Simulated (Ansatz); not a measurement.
**A workflow on CClF3 (SMILES FC(F)(F)Cl)**

We compute a single-point energy (singlet CClF3, CCSD/aug-cc-pVDZ), then the energy (doublet F, UCCSD/aug-cc-pVDZ), then the energy (doublet F, UCCSD/aug-cc-pVDZ), then the energy (doublet CClF2, UCCSD/aug-cc-pVDZ), then the energy (doublet CClF2, UCCSD/aug-cc-pVDZ) of CClF3 and its partners. 

The calculation is run with Ansatz 0.2.0.

## (1) Starting point

CClF3 has 5 atoms, charge 0, and is taken as a singlet. SMILES: `FC(F)(F)Cl`. Geometry: relaxed at PBE0-D4/def2-TZVP.

Bond lengths: F1–C2 1.322 Å, C2–F3 1.322 Å, C2–F4 1.322 Å, C2–Cl5 1.756 Å. Angles: F1–C2–F3 108.7°, F1–C2–F4 108.7°, F1–C2–Cl5 110.2°, F3–C2–F4 108.7°, F3–C2–Cl5 110.2°, F4–C2–Cl5 110.2°.

## (2) The energy at CCSD/aug-cc-pVDZ (run 1)

job.yaml

```yaml
crystal:
  periodic: [false, false, false]
  atoms:
    - symbol: F
      position_ang: [0.213700, 0.019100, 1.326100]
    - symbol: C
      position_ang: [-0.002200, -0.082500, 0.026100]
    - symbol: F
      position_ang: [-1.249600, -0.474600, -0.167100]
    - symbol: F
      position_ang: [0.811700, -0.999000, -0.468500]
    - symbol: Cl
      position_ang: [0.276300, 1.463300, -0.758000]
basis:
  gaussian:
    orbitals: aug-cc-pVDZ
correlation:
  method: ccsd
scf:
  omitted_lower_state_checks: [cluster_reference]
```

Command:

```
ansatz run job.yaml --threads 1 --pin off --max-ram 2610MiB --events-out events.jsonl --progress --plain --runs-dir runs
```

Log:

```text
Warning: RAYON_NUM_THREADS=1 ignored (pool sized by the plan → 1); use --threads N
Functional definition: HF
  name "HF"
  exchange = exact_x
  correlation = 0
these checks for a lower state are left out or cut short: cluster_reference
1133 factors; integrals over basis functions are off by at most 3.2e-4 eV
mean field evaluation 1: about -21649.1044 eV, gradient 4.4e1 eV
mean field evaluation 2: about -21649.1619 eV, gradient 4.4e1 eV
mean field evaluation 4: about -21652.8443 eV, gradient 2.8e0 eV
mean field evaluation 8: about -21652.8810 eV, gradient 2.0e-1 eV
mean field -21652.88115573 eV, -795.7287056230 hartree, gradient 3.9e-6 eV, S^2 0.000000; 0 other end points of the search recorded, 0 dependent functions left out
9 core orbitals not correlated: weight in the atoms' cores, before any rotation towards them, 1.000 or more for the frozen orbitals, at most 0.000 for the correlated occupied ones
reference -21652.88115573 eV, -795.7287056230 hartree; 16, 16 occupied and 94, 94 virtual orbitals, 1133 factors
second order -24.15481698 eV of doubles, -0.00000000 eV of singles
cycle   1  -24.00169322 eV  change    1.5e-1 eV  update   1.1e-1
cycle   2  -24.51512134 eV  change   -5.1e-1 eV  update   3.0e-2
cycle   3  -24.62669725 eV  change   -1.1e-1 eV  update   1.4e-2
cycle   4  -24.61861604 eV  change    8.1e-3 eV  update   2.7e-3
cycle   5  -24.61610188 eV  change    2.5e-3 eV  update   1.2e-3
cycle   6  -24.61656715 eV  change   -4.7e-4 eV  update   3.3e-4
cycle   7  -24.61650875 eV  change    5.8e-5 eV  update   1.1e-4
cycle   8  -24.61643419 eV  change    7.5e-5 eV  update   3.2e-5
cycle   9  -24.61643976 eV  change   -5.6e-6 eV  update   9.6e-6
Total energy: -21677.49759549 eV, -796.6333430985 hartree
Checks for a lower state left out: cluster_reference
```

Wall time 14 s (1 thread of Arm Neoverse V1, shared host); peak memory 0.66 GiB.

## (3) The F atom: the energy at UCCSD/aug-cc-pVDZ (run 2)

job.yaml

```yaml
crystal:
  periodic: [false, false, false]
  atoms:
    - {symbol: F, position_ang: [0.811700, -0.999000, -0.468500]}
basis:
  gaussian:
    orbitals: aug-cc-pVDZ
correlation:
  method: ccsd
scf:
  omitted_lower_state_checks: [cluster_reference]
magnetization:
  spin_polarized: true
  initial_magnetization: 1
```

Run the same way, it converges to -99.54775 Eh (log not shown).

## (4) F among ghost functions: the energy at UCCSD/aug-cc-pVDZ (with ghost functions) (run 3)

job.yaml

```yaml
basis:
  gaussian:
    orbitals: aug-cc-pVDZ
    ghost_atoms: [{symbol: F, position_ang: [0.213700, 0.019100, 1.326100]}, {symbol: C, position_ang: [-0.002200, -0.082500, 0.026100]}, {symbol: F, position_ang: [-1.249600, -0.474600, -0.167100]}, {symbol: Cl, position_ang: [0.276300, 1.463300, -0.758000]}]
crystal:
  periodic: [false, false, false]
  atoms:
    - {symbol: F, position_ang: [0.811700, -0.999000, -0.468500]}
correlation:
  method: ccsd
magnetization:
  spin_polarized: true
  initial_magnetization: 1
scf:
  omitted_lower_state_checks: [cluster_reference]
```

Command:

```
ansatz run job.yaml --threads 1 --pin off --max-ram 2610MiB --events-out events.jsonl --progress --plain --runs-dir runs
```

Log:

```text
Warning: RAYON_NUM_THREADS=1 ignored (pool sized by the plan → 1); use --threads N
[... 17 lines left out ...]
1 core orbitals not correlated: weight in the atoms' cores, before any rotation towards them, 1.000 or more for the frozen orbitals, at most 0.000 for the correlated occupied ones
[... 12 lines left out ...]
Total energy: -2708.94119592 eV, -99.5517527639 hartree
Checks for a lower state left out: cluster_reference
```

Wall time 19 s (1 thread of Arm Neoverse V1, shared host); peak memory 1 GiB.

## (5) CClF2: the energy at UCCSD/aug-cc-pVDZ (run 4)

in.yaml

```yaml
crystal:
  periodic: [false, false, false]
  atoms:
    - {symbol: F, position_ang: [0.213700, 0.019100, 1.326100]}
    - {symbol: C, position_ang: [-0.002200, -0.082500, 0.026100]}
    - {symbol: F, position_ang: [-1.249600, -0.474600, -0.167100]}
    - {symbol: Cl, position_ang: [0.276300, 1.463300, -0.758000]}
basis:
  gaussian: {orbitals: aug-cc-pVDZ}
total_charge: 0
magnetization: {spin_polarized: true, initial_magnetization: 1}
correlation: {method: ccsd}
scf: {omitted_lower_state_checks: [cluster_reference]}
```

Command:

```
ansatz run in.yaml --threads 1 --pin off --max-ram 2610MiB --events-out events.jsonl --progress --plain --runs-dir runs
```

Log, cut to the lines that bear on the results:

```text
Warning: RAYON_NUM_THREADS=1 ignored (pool sized by the plan → 1); use --threads N
[... 2 set-up lines as earlier in the session ...]
[...]
924 factors; integrals over basis functions are off by at most 5.1e-4 eV
[...]
mean field -18945.01130874 eV, -696.2163242064 hartree, gradient 2.0e-6 eV, S^2 0.757283; 0 other end points of the search recorded, 0 dependent functions left out
8 core orbitals not correlated: weight in the atoms' cores, before any rotation towards them, 1.000 or more for the frozen orbitals, at most 0.000 for the correlated occupied ones
reference -18945.01130874 eV, -696.2163242064 hartree; 13, 12 occupied and 75, 76 virtual orbitals, 924 factors
second order -18.04228988 eV of doubles, -0.00000000 eV of singles
cycle   1  -18.06189264 eV  change   -2.0e-2 eV  update   1.0e-1
[...]
cycle  11  -18.58476114 eV  change   -1.0e-5 eV  update   1.6e-5
Total energy: -18963.59606988 eV, -696.8993015809 hartree
Checks for a lower state left out: cluster_reference
```

It took 21 s on 1 thread of Arm Neoverse V1, shared host; peak memory 0.74 GiB.

## (6) CClF2 among ghost functions: a single-point energy at UCCSD/aug-cc-pVDZ (with ghost functions) (run 5)

input.yaml

```yaml
crystal:
  periodic: [false, false, false]
  atoms:
    - symbol: F
      position_ang: [0.213700, 0.019100, 1.326100]
    - symbol: C
      position_ang: [-0.002200, -0.082500, 0.026100]
    - symbol: F
      position_ang: [-1.249600, -0.474600, -0.167100]
    - symbol: Cl
      position_ang: [0.276300, 1.463300, -0.758000]
basis:
  gaussian:
    orbitals: aug-cc-pVDZ
    ghost_atoms: [{symbol: F, position_ang: [0.811700, -0.999000, -0.468500]}]
magnetization: {spin_polarized: true, initial_magnetization: 1}
correlation: {method: ccsd}
scf: {omitted_lower_state_checks: [cluster_reference]}
```

Command:

```
ansatz run input.yaml --threads 1 --pin off --max-ram 2610MiB --events-out events.jsonl --progress --plain --runs-dir runs
```

Log, cut to the lines that bear on the results:

```text
Warning: RAYON_NUM_THREADS=1 ignored (pool sized by the plan → 1); use --threads N
[... 2 set-up lines as earlier in the session ...]
[...]
1049 factors; integrals over basis functions are off by at most 1.2e-3 eV
[...]
mean field -18945.06196144 eV, -696.2181856586 hartree, gradient 1.9e-6 eV, S^2 0.757370; 0 other end points of the search recorded, 0 dependent functions left out
8 core orbitals not correlated: weight in the atoms' cores, before any rotation towards them, 1.000 or more for the frozen orbitals, at most 0.000 for the correlated occupied ones
reference -18945.06196144 eV, -696.2181856586 hartree; 13, 12 occupied and 98, 99 virtual orbitals, 1049 factors
second order -18.13561176 eV of doubles, -0.00000000 eV of singles
cycle   1  -18.15065586 eV  change   -1.5e-2 eV  update   1.0e-1
[...]
cycle  11  -18.67883671 eV  change   -1.0e-5 eV  update   1.7e-5
Total energy: -18963.74079815 eV, -696.9046202467 hartree
Checks for a lower state left out: cluster_reference
```

Wall time 41 s (1 thread of Arm Neoverse V1, shared host); peak memory 1.3 GiB.

## (7) Outcome

```
                                                                                                              quantity          value
                                                                                 run 1, CCSD/aug-cc-pVDZ: total energy  -796.63334 Eh
                                                  run 1, CCSD/aug-cc-pVDZ: correlation energy (9 core orbitals frozen)     -904.6 mEh
                                                                                run 1, CCSD/aug-cc-pVDZ: T1 diagnostic          0.013
                                                                                                  F atom: total energy   -99.54775 Eh
                                                                    F atom: correlation energy (1 core orbital frozen)     -166.7 mEh
                                                                             F atom: ⟨S²⟩ of the reference determinant          0.754
                                                                                                 F atom: T1 diagnostic          0.010
                                                                                 F among ghost functions: total energy   -99.55175 Eh
                                                   F among ghost functions: correlation energy (1 core orbital frozen)     -169.1 mEh
                                                            F among ghost functions: ⟨S²⟩ of the reference determinant          0.754
                                                                                F among ghost functions: T1 diagnostic          0.010
                                                                                                   CClF2: total energy  -696.89930 Eh
                                                                    CClF2: correlation energy (8 core orbitals frozen)     -683.0 mEh
                                                                              CClF2: ⟨S²⟩ of the reference determinant          0.757
                                                                                                  CClF2: T1 diagnostic          0.016
                                                                             CClF2 among ghost functions: total energy  -696.90462 Eh
                                              CClF2 among ghost functions: correlation energy (8 core orbitals frozen)     -686.4 mEh
                                                        CClF2 among ghost functions: ⟨S²⟩ of the reference determinant          0.757
                                                                            CClF2 among ghost functions: T1 diagnostic          0.017
              interaction energy of the rigid parts F and CClF2 (parts in their own basis; closest atoms 1.32 Å apart)      -5.069 eV
interaction energy of the rigid parts F and CClF2 (parts in the whole basis, counterpoise; closest atoms 1.32 Å apart)      -4.816 eV
```

In words: The interaction energy of the rigid parts F and CClF2 (parts in their own basis; closest atoms 1.32 Å apart) is −5.07 eV (−489 kJ/mol): the parts attract. Without counterpoise this holds the superposition error of the basis. The interaction energy of the rigid parts F and CClF2 (parts in the whole basis, counterpoise; closest atoms 1.32 Å apart) is −4.82 eV (−111 kcal/mol): the parts attract. The basis-set superposition error is 24.5 kJ/mol.
